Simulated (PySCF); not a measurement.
# C6H6ClFGe: circular dichroism and optical rotation, excited states

Aim: compute the circular dichroism and optical rotation, excited states of C6H6ClFGe (`C#C[C@@H]1[C](=C)[GeH2][C@@]1(F)Cl`).

Computed with PySCF 2.14.0 and routines of our own; the level stands in each step. Atoms count from 0.

## Step 1: The starting structure

15 atoms, charge 0, multiplicity 1; geometry from: GFN2-xTB.

## Step 2: Circular dichroism and optical rotation: TDDFT BHandHLYP/def2-SVPD

Job settings and geometry (Å):

```
{"job": {"kind": "ecd", "xc": "BHandHLYP", "basis": "def2-SVPD", "nstates": 12}, "charge": 0, "multiplicity": 1}
C      2.499266    -1.180259    -0.276867
C      1.392840    -0.804113    -0.534969
C      0.043431    -0.342223    -0.787222
C     -0.171236     0.975629    -0.056751
C      0.115566     2.187409    -0.490310
Ge    -1.023736     0.121087     1.502397
C     -0.969048    -1.207829    -0.009846
F     -0.615227    -2.513914     0.123066
Cl    -2.550983    -1.153693    -0.827145
H      3.474974    -1.514282    -0.085530
H     -0.140309    -0.303293    -1.864682
H      0.556194     2.355975    -1.462042
H     -0.074428     3.061871     0.109972
H     -2.405039     0.511028     1.954283
H     -0.136680    -0.185401     2.683734
```

Method: TDDFT BHandHLYP/def2-SVPD circular dichroism and optical rotation, one conformer, gas phase.

Command:

```
OMP_NUM_THREADS=1 python excited_run.py task.json out
```

This one command runs all jobs of the session in turn.

The log of the run:

```text
coarse grid: 64944 points
cycle   1  E = -2868.2068352880  dE =  9.420e-01  |g| = 6.886e-01  |ddm| = 9.418e+00
cycle   2  E = -2868.1885586734  dE =  1.828e-02  |g| = 8.069e-01  |ddm| = 3.269e+00
cycle   3  E = -2868.3107595790  dE = -1.222e-01  |g| = 1.091e-01  |ddm| = 2.145e+00
cycle   4  E = -2868.3126162983  dE = -1.857e-03  |g| = 7.477e-02  |ddm| = 3.451e-01
cycle   5  E = -2868.3138912721  dE = -1.275e-03  |g| = 1.648e-02  |ddm| = 2.001e-01
cycle   6  E = -2868.3139520888  dE = -6.082e-05  |g| = 4.593e-03  |ddm| = 4.482e-02
cycle   7  E = -2868.3139564947  dE = -4.406e-06  |g| = 1.119e-03  |ddm| = 1.161e-02
final grid: 135872 points
cycle   8  E = -2868.3139397239  dE = -7.512e-08  |g| = 1.168e-03  |ddm| = 7.996e-03
cycle   9  E = -2868.3139395532  dE =  1.708e-07  |g| = 1.462e-03  |ddm| = 5.391e-03
cycle  10  E = -2868.3139400585  dE = -5.054e-07  |g| = 9.690e-05  |ddm| = 2.936e-03
cycle  11  E = -2868.3139400609  dE = -2.340e-09  |g| = 3.157e-05  |ddm| = 2.678e-04
cycle  12  E = -2868.3139400612  dE = -3.624e-10  |g| = 2.441e-05  |ddm| = 1.240e-04
converged SCF energy = -2868.3139400612

Singlet excitations and rotatory strengths (1e-40 esu^2 cm^2)
state   eV       nm     f(len)   f(vel)    R(len)    R(vel)   main configurations
  1   5.9822   207.3  0.01588  0.01561    50.163    49.621   H->L 0.66, H-2->L 0.10
  2   6.3756   194.5  0.00914  0.00960   -17.140   -17.648   H-1->L 0.37, H-1->L+3 0.09
  3   6.4627   191.8  0.00486  0.00486   -13.983   -13.804   H-2->L 0.17, H->L+1 0.16, H-1->L 0.13
  4   6.5897   188.1  0.04027  0.03979     1.152     0.784   H-1->L 0.20, H->L+1 0.18, H-1->L+1 0.16
  5   6.6563   186.3  0.03187  0.03287    28.416    29.109   H->L+1 0.26, H-2->L 0.17, H-4->L 0.16
  6   6.7627   183.3  0.03717  0.03828    -1.194    -1.999   H-2->L+1 0.18, H-2->L 0.16, H-1->L+1 0.14
  7   6.9203   179.2  0.28918  0.28448    18.919    20.091   H-3->L 0.28, H->L 0.16, H-2->L+1 0.15
  8   7.0838   175.0  0.02939  0.02929    -3.213    -3.403   H-1->L+1 0.26, H-3->L+1 0.10, H-2->L+1 0.09
  9   7.2513   171.0  0.00745  0.00823    -8.884    -8.330   H-1->L+3 0.22, H-2->L+1 0.18, H-4->L+1 0.10
 10   7.3634   168.4  0.02977  0.02959   -62.996   -62.872   H-2->L+1 0.13, H-1->L+3 0.11, H->L+3 0.09
 11   7.6088   162.9  0.00854  0.00955    42.048    42.791   H->L+2 0.67, H->L+3 0.10
 12   7.6470   162.1  0.00862  0.00878     3.608     3.151   H-3->L 0.19, H-4->L 0.14

Specific rotation (deg / (dm g/mL))
    nm     length   length(OI)   velocity    alpha(len)  alpha(vel)
  633.0      30.60      32.32      23.53      111.701    112.260
  589.3      37.49      39.49      29.20      112.218    112.780
  546.0      47.03      49.40      37.16      112.868    113.436
  436.0      99.40     103.34      82.46      115.609    116.197
  405.0     131.46     136.15     110.99      116.883    117.481
  365.0     202.81     208.86     175.70      119.144    119.758
  355.0     229.86     236.35     200.53      119.862    120.481
```

It took 4 min on 1 thread of Arm Neoverse V1, shared host; peak memory 1.2 GiB.

## Step 3: Excited states: TDA PBE0/def2-SVPD

The job, as its differences from that of step 2:

```diff
@@ -1,2 +1,2 @@
-{"job": {"kind": "ecd", "xc": "BHandHLYP", "basis": "def2-SVPD", "nstates": 12}, "charge": 0, "multiplicity": 1}
+{"job": {"kind": "states", "xc": "PBE0", "basis": "def2-SVPD", "tda": true, "soc": true, "nstates": 6, "ntriplets": 5, "nquad": 4}, "charge": 0, "multiplicity": 1}
 C      2.499266    -1.180259    -0.276867
```

Method: TDA PBE0/def2-SVPD excited states, vertical, gas phase, spin-orbit mean-field couplings.

The log of the run:

```text
coarse grid: 64944 points
cycle   1  E = -2867.6464376210  dE =  7.146e-01  |g| = 6.955e-01  |ddm| = 9.951e+00
cycle   2  E = -2867.5586628029  dE =  8.777e-02  |g| = 9.833e-01  |ddm| = 3.658e+00
cycle   3  E = -2867.7330158983  dE = -1.744e-01  |g| = 1.684e-01  |ddm| = 2.522e+00
cycle   4  E = -2867.7386005312  dE = -5.585e-03  |g| = 7.324e-02  |ddm| = 4.918e-01
cycle   5  E = -2867.7397357218  dE = -1.135e-03  |g| = 2.823e-02  |ddm| = 1.729e-01
cycle   6  E = -2867.7399123519  dE = -1.766e-04  |g| = 6.125e-03  |ddm| = 5.675e-02
cycle   7  E = -2867.7399198638  dE = -7.512e-06  |g| = 1.917e-03  |ddm| = 1.525e-02
final grid: 135872 points
cycle   8  E = -2867.7399137428  dE =  1.579e-06  |g| = 3.193e-03  |ddm| = 1.571e-02
cycle   9  E = -2867.7399081234  dE =  5.619e-06  |g| = 5.690e-03  |ddm| = 1.724e-02
cycle  10  E = -2867.7399162943  dE = -8.171e-06  |g| = 2.764e-04  |ddm| = 1.125e-02
cycle  11  E = -2867.7399163131  dE = -1.881e-08  |g| = 4.374e-05  |ddm| = 7.381e-04
cycle  12  E = -2867.7399163135  dE = -3.747e-10  |g| = 8.844e-06  |ddm| = 8.873e-05
converged SCF energy = -2867.7399163135

Singlet excitations
state   eV       nm        f     d(h-e)  d(exc)  Lambda  PR(NTO)  |dmu|/D   mu/D   main configurations
  1   5.4667   226.8   0.00561   1.190   3.456   0.601   1.040    3.347    1.777   H->L 0.87
  2   5.8128   213.3   0.00925   1.422   3.541   0.675   1.206    4.094    3.444   H-1->L 0.78, H-2->L 0.09
  3   6.0784   204.0   0.02676   1.201   3.374   0.608   1.982    3.669    3.003   H-3->L 0.32, H->L+1 0.28, H-2->L 0.18
  4   6.1751   200.8   0.00944   1.600   3.646   0.507   1.261    5.051    5.644   H-1->L+1 0.69, H->L+1 0.14
  5   6.1866   200.4   0.03240   1.160   3.546   0.606   2.060                     H->L+1 0.41, H-2->L 0.24, H-1->L+1 0.13
  6   6.4218   193.1   0.01248   1.100   3.327   0.525   1.654                     H-2->L+1 0.63, H->L+2 0.10

Triplet excitations (Tamm-Dancoff)
state   eV     d(h-e)  d(exc)  Lambda  PR(NTO)   main configurations
  1   4.0881   0.110   2.316   0.651   1.015   H-2->L 0.28, H-1->L 0.24, H->L 0.22
  2   5.0855   0.573   2.755   0.634   1.828   H-1->L 0.31, H-2->L 0.16, H->L+1 0.08
  3   5.1901   0.746   3.131   0.625   1.264   H->L 0.56, H-2->L 0.26
  4   5.4808   0.745   3.112   0.595   2.048   H->L+1 0.42, H-1->L 0.21
  5   5.5666   0.697   2.889   0.556   2.271   H->L+1 0.17, H-3->L 0.14, H-1->L+1 0.11
S1 - T1 = 1.3786 eV

Spin-orbit couplings |<S|Hso|T>| (cm-1)
             T1       T2       T3       T4       T5
S0        3.484   54.285   97.340   23.107   81.383
S1        8.187   30.478   21.042   31.649   36.288
S2       12.962    9.571   51.765    9.367   18.611
S3        5.439   27.770   15.418   35.221    9.114
S4       19.455   11.306   16.941   20.387   25.119
S5        9.781   35.752   35.039   18.841   49.755
S6       17.341   14.517   13.406   19.600   35.858
T1 sublevels (cm-1): 0.000 0.040 0.043   radiative rates (1/s): 26.4 10.8 1.56
```

Run time: 82 s. Hardware: 1 thread of Arm Neoverse V1, shared host; peak memory 1.2 GiB.

From this job:

```csv
quantity,value
S1 less T1,1.38 eV
```

## Step 4: Results

| quantity | value |
| --- | --- |
| state of largest rotatory strength (velocity form) among 12 (step 2, TDDFT BHandHLYP/def2-SVPD) | 7.36 eV, R = -62.9 (velocity), -63.0 (length) ·10⁻⁴⁰ esu² cm² |
| specific rotation at 633.0 nm (step 2, TDDFT BHandHLYP/def2-SVPD) | 23.5 (velocity), 30.6 (length) |
| S1 less T1 (step 3, TDA PBE0/def2-SVPD) | 1.38 eV |

Steps that list no spin-orbit terms leave them out, which matters at and beside the heavy atoms. Rotations belong to one conformer. The length form depends on the origin in a finite basis. Scalar relativity is left out for the heavy atoms. In step 3, the number of triplets below S1 is 3, and the largest singlet-triplet spin-orbit coupling is S0–T3, 97.34 cm⁻¹.
